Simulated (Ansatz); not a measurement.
# CH₄FNOSi: basis-set convergence

How large a basis does CH₄FNOSi need? Two functionals are run in growing sets.

Method: one geometry, several basis sets; program: Ansatz 0.2.0, Gaussian basis.

Plan: PBE0-D4/def2-SVP; ωB97M-V/def2-SVP; PBE0-D4/def2-QZVPP; ωB97M-V/def2-QZVPP; the functionals' def2-TZVPP values are taken from earlier runs.

### 1 The relaxed structure

An earlier PBE0-D4 in a triple-zeta def2 set relaxation fixed the geometry.

9 atoms, charge 0, spin multiplicity 1.

Atoms are counted from 1 here; the program's logs count them from 0.

Bond lengths: O1–C2 1.359 Å, O1–H6 0.966 Å, C2–F3 1.383 Å, C2–N4 1.435 Å, C2–Si5 1.845 Å, N4–Si5 1.733 Å, N4–H7 1.011 Å, Si5–H8 1.480 Å, Si5–H9 1.478 Å. Angles: C2–O1–H6 108.6°, O1–C2–F3 109.8°, O1–C2–N4 118.3°, O1–C2–Si5 127.7°, F3–C2–N4 112.4°, F3–C2–Si5 117.3°, N4–C2–Si5 62.3°, C2–N4–Si5 70.5°, C2–N4–H7 119.5°, Si5–N4–H7 132.5°, C2–Si5–N4 47.2°, C2–Si5–H8 117.5°, C2–Si5–H9 126.1°, N4–Si5–H8 119.9°, N4–Si5–H9 116.6°, H8–Si5–H9 113.4°.

### 2 PBE0-D4 in def2-SVP

The input, in.yaml:

```yaml
crystal:
  periodic: [false, false, false]
  atoms:
    - {symbol: O, position_ang: [1.078413, 1.460633, 0.268817]}
    - {symbol: C, position_ang: [0.609988, 0.234984, -0.085814]}
    - {symbol: F, position_ang: [1.559452, -0.429612, -0.840538]}
    - {symbol: N, position_ang: [-0.703221, 0.147068, -0.658260]}
    - {symbol: Si, position_ang: [-0.642674, -0.793755, 0.795602]}
    - {symbol: H, position_ang: [0.997473, 2.052319, -0.490903]}
    - {symbol: H, position_ang: [-0.806483, -0.105703, -1.631183]}
    - {symbol: H, position_ang: [-0.495751, -2.264254, 0.717402]}
    - {symbol: H, position_ang: [-1.508596, -0.347981, 1.907776]}
basis:
  gaussian: {orbitals: def2-SVP}
hamiltonian: {xc: pbe0, dispersion: d4}
output: {orbitals: {seedname: orbitals}}
```

Run with:

```sh
$ ansatz run in.yaml --threads 2 --pin off --events-out ev --progress --plain --max-ram 4352MiB
```

Standard output:

```text
Functional definition: PBE0
  name "PBE0"
  cite "Adamo & Barone, J. Chem. Phys. 110, 6158 (1999) doi:10.1063/1.478522"
  cite "Perdew, Burke & Ernzerhof, Phys. Rev. Lett. 77, 3865 (1996) doi:10.1103/PhysRevLett.77.3865"
  parent pbe
  parameter a = 0.25
  parameter kappa = 0.804
  parameter beta = 0.06672455060314922
  exchange = (1 - a)*pbe_x(kappa = kappa, mu = beta*pi^2/3) + a*exact_x
  correlation = pbe_c(beta = beta)
1049 factors; their error is unknown
mean field evaluation 1: about -15207.3816 eV, gradient 5.6e1 eV
mean field evaluation 2: about -15200.4477 eV, gradient 7.8e1 eV
mean field evaluation 4: about -15213.3049 eV, gradient 4.2e0 eV
mean field evaluation 8: about -15213.3357 eV, gradient 4.9e-2 eV
mean field evaluation 16: about -15213.3867 eV, gradient 2.1e-5 eV
mean field -15213.38672686 eV, -559.0816502083 hartree, gradient 2.1e-5 eV, S^2 0.000000; 0 other end points of the search recorded, 0 dependent functions left out
reference -15213.38675022 eV, -559.0816510665 hartree; 24, 24 occupied and 70, 70 virtual orbitals, 1049 factors
Total energy: -15213.53287871 eV, -559.0870211895 hartree
```

Wall time 1.4 s (2 threads of Arm Neoverse V1, shared host).

### 3 ωB97M-V in def2-SVP

in.yaml, as its differences from that of step 2:

```diff
@@ -14,3 +14,3 @@
   gaussian: {orbitals: def2-SVP}
-hamiltonian: {xc: pbe0, dispersion: d4}
+hamiltonian: {xc: {name: wB97M-V}}
 output: {orbitals: {seedname: orbitals}}
```

Launched as before.

Standard output, shortened:

```text
Functional definition: wB97M-V
  name "wB97M-V"
  cite "Mardirossian & Head-Gordon, J. Chem. Phys. 144, 214110 (2016) doi:10.1063/1.4952647"
  cite "Becke, J. Chem. Phys. 107, 8554 (1997) doi:10.1063/1.475007"
  cite "Vydrov & Van Voorhis, J. Chem. Phys. 133, 244103 (2010) doi:10.1063/1.3521275"
  # Of w^i u^j: cxij and so on, Table III.
[...]
  gx(w, u) = 1 - cx + cx01*u + cx10*w
  gss(w, u) = css00 + css04*u^4 + css10*w + css20*w^2 + css43*w^4*u^3
  gos(w, u) = cos00 + cos10*w + (cos20 + cos21*u)*w^2 + (cos60 + cos61*u)*w^6
[...]
      + integral(e_c_pw_mod_opposite_spin*gos(b97_w_opposite, b97_u_opposite)) + vv10(b, c)
1049 factors; their error is unknown
256 factors; integrals over basis functions are off by at most 7.6e-6 eV
[...]
mean field -15221.46317192 eV, -559.3784540898 hartree, gradient 2.5e-5 eV, S^2 0.000000; 0 other end points of the search recorded, 0 dependent functions left out
reference -15221.46320869 eV, -559.3784554410 hartree; 24, 24 occupied and 70, 70 virtual orbitals, 1049 factors
Total energy: -15221.46320869 eV, -559.3784554410 hartree
```

Run time: 6 s. Hardware: 2 threads of Arm Neoverse V1, shared host.

### 4 PBE0-D4 in def2-QZVPP

in.yaml, as its differences from that of step 3:

```diff
@@ -13,4 +13,4 @@
 basis:
-  gaussian: {orbitals: def2-SVP}
-hamiltonian: {xc: {name: wB97M-V}}
+  gaussian: {orbitals: "def2-QZVPP.json"}
+hamiltonian: {xc: pbe0, dispersion: d4}
 output: {orbitals: {seedname: orbitals}}
```

Same command.

Standard output:

```text
Functional definition: PBE0
  name "PBE0"
  cite "Adamo & Barone, J. Chem. Phys. 110, 6158 (1999) doi:10.1063/1.478522"
  cite "Perdew, Burke & Ernzerhof, Phys. Rev. Lett. 77, 3865 (1996) doi:10.1103/PhysRevLett.77.3865"
  parent pbe
  parameter a = 0.25
  parameter kappa = 0.804
  parameter beta = 0.06672455060314922
  exchange = (1 - a)*pbe_x(kappa = kappa, mu = beta*pi^2/3) + a*exact_x
  correlation = pbe_c(beta = beta)
1340 factors; their error is unknown
mean field evaluation 1: about -15217.2722 eV, gradient 6.9e1 eV
mean field evaluation 2: about -15202.6993 eV, gradient 1.0e2 eV
mean field evaluation 4: about -15225.6106 eV, gradient 7.5e0 eV
mean field evaluation 8: about -15225.6983 eV, gradient 4.5e-1 eV
mean field evaluation 16: about -15225.6985 eV, gradient 4.8e-5 eV
mean field -15225.69845544 eV, -559.5340978882 hartree, gradient 4.8e-5 eV, S^2 0.000000; 0 other end points of the search recorded, 0 dependent functions left out
reference -15225.69849114 eV, -559.5340992004 hartree; 24, 24 occupied and 394, 394 virtual orbitals, 1340 factors
Total energy: -15225.84461963 eV, -559.5394693234 hartree
```

Wall time 11 s (2 threads of Arm Neoverse V1, shared host); peak memory 1.2 GiB.

### 5 ωB97M-V in def2-QZVPP

in.yaml, as its differences from that of step 4:

```diff
@@ -14,3 +14,3 @@
   gaussian: {orbitals: "def2-QZVPP.json"}
-hamiltonian: {xc: pbe0, dispersion: d4}
+hamiltonian: {xc: {name: wB97M-V}}
 output: {orbitals: {seedname: orbitals}}
```

Same command.

Standard output, shortened:

```text
Functional definition: wB97M-V
  name "wB97M-V"
  cite "Mardirossian & Head-Gordon, J. Chem. Phys. 144, 214110 (2016) doi:10.1063/1.4952647"
  cite "Becke, J. Chem. Phys. 107, 8554 (1997) doi:10.1063/1.475007"
  cite "Vydrov & Van Voorhis, J. Chem. Phys. 133, 244103 (2010) doi:10.1063/1.3521275"
  # Of w^i u^j: cxij and so on, Table III.
[...]
  gx(w, u) = 1 - cx + cx01*u + cx10*w
  gss(w, u) = css00 + css04*u^4 + css10*w + css20*w^2 + css43*w^4*u^3
  gos(w, u) = cos00 + cos10*w + (cos20 + cos21*u)*w^2 + (cos60 + cos61*u)*w^6
[...]
      + integral(e_c_pw_mod_opposite_spin*gos(b97_w_opposite, b97_u_opposite)) + vv10(b, c)
1320 factors; their error is unknown
314 factors; integrals over basis functions are off by at most 1.1e-5 eV
[...]
mean field -15233.95492068 eV, -559.8375173894 hartree, gradient 3.3e-5 eV, S^2 0.000000; 0 other end points of the search recorded, 0 dependent functions left out
reference -15233.95497894 eV, -559.8375195306 hartree; 24, 24 occupied and 394, 394 virtual orbitals, 1320 factors
Total energy: -15233.95497894 eV, -559.8375195306 hartree
```

It took 26 s on 2 threads of Arm Neoverse V1, shared host; peak memory 1.4 GiB.

### 6 Density functionals: the series

The def2-TZVPP values come from earlier runs at the same geometry.

```csv
functional,basis,functions,energy (eV),from the largest (eV),HOMO (eV),LUMO (eV)
PBE0-D4,def2-SVP,94,-15213.5329,12.312,-7.18,-0.17
PBE0-D4,def2-TZVPP,222,-15225.1704,0.674,-7.32,-0.61
PBE0-D4,def2-QZVPP,418,-15225.8446,0.000,-7.36,-0.75
ωB97M-V,def2-SVP,94,-15221.4632,12.492,-9.41,1.76
ωB97M-V,def2-TZVPP,222,-15233.3234,0.632,-9.57,1.09
ωB97M-V,def2-QZVPP,418,-15233.9550,0.000,-9.61,0.80
```

### 7 Results

| quantity | value |
| --- | --- |
| PBE0-D4: double and triple zeta above quadruple | 12.31, 0.67 eV |
| ωB97M-V: double and triple zeta above quadruple | 12.49, 0.63 eV |

**Reading.** PBE0-D4 gains 11.64 eV from double to triple zeta, then 0.67 eV more. Total energies overstate the basis error of differences, where much of it tends to cancel. The LUMO of ωB97M-V is positive and keeps falling with the basis (1.76 to 0.80 eV): an unbound level that the basis holds in place.

For PBE0-D4 the largest set took about 8 times as long as the smallest (11 s against 1.4 s).
